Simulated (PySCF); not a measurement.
# C9H12O: the cost of one run

The runs use PySCF 2.14.0, with density-fitted response routines of our own; the level of theory stands in each step. All values are computed, except where a source is named. Atoms count from 0, in the outputs and in this text.

## Step 1: The molecule as given

22 atoms, charge 0, multiplicity 1; geometry from: GFN2-xTB.

Bonds of the start (Å): C0–C1 1.52, C1–C2 1.53, C2–O3 1.41, O3–C4 1.36, C4–C5 1.40, C5–C6 1.38, C6–C7 1.39, C7–C8 1.38, C8–C9 1.39, C9–C4 1.39, C0–H10 1.09, C0–H11 1.09, C0–H12 1.09, C1–H13 1.09, C1–H14 1.09, C2–H15 1.10, C2–H16 1.10, C5–H17 1.08, C6–H18 1.08, C7–H19 1.08, C8–H20 1.08, C9–H21 1.08.

## Step 2: Optimising the geometry at PBE0-D3(BJ)/def2-SVP

The job: settings as JSON, then the geometry in Å.

```
{"job": {"xc": "PBE0", "basis": "def2-SVP", "d3": "d3bj", "grid": 1, "kind": "geom"}, "charge": 0, "multiplicity": 1}
C      3.758023    -0.340761    -0.940514
C      2.706497     0.044042     0.091115
C      1.297063    -0.123096    -0.467132
O      0.380828     0.249328     0.541102
C     -0.952511     0.183928     0.275259
C     -1.800003     0.567260     1.316875
C     -3.168393     0.537774     1.150340
C     -3.718798     0.127187    -0.054411
C     -2.882971    -0.253139    -1.086729
C     -1.506122    -0.228022    -0.932070
H      3.636158    -1.378438    -1.243193
H      4.755892    -0.219167    -0.528072
H      3.673473     0.285844    -1.825667
H      2.805449    -0.579617     0.980753
H      2.839960     1.083030     0.395619
H      1.167743     0.514247    -1.354014
H      1.134413    -1.169856    -0.762361
H     -1.356289     0.883854     2.247771
H     -3.812113     0.836288     1.964680
H     -4.790038     0.104352    -0.184910
H     -3.299494    -0.575528    -2.030180
H     -0.879176    -0.530126    -1.756482
```

Run with:

```console
$ OMP_NUM_THREADS=1 python probes_run.py task.json out
```

One launch serves the whole session: the jobs run in the order shown.

Q: Estimate the wall time and peak memory of this first job on 1 thread of Arm Neoverse V1, shared host.

About 1.7 min, with a peak of 0.87 GiB.
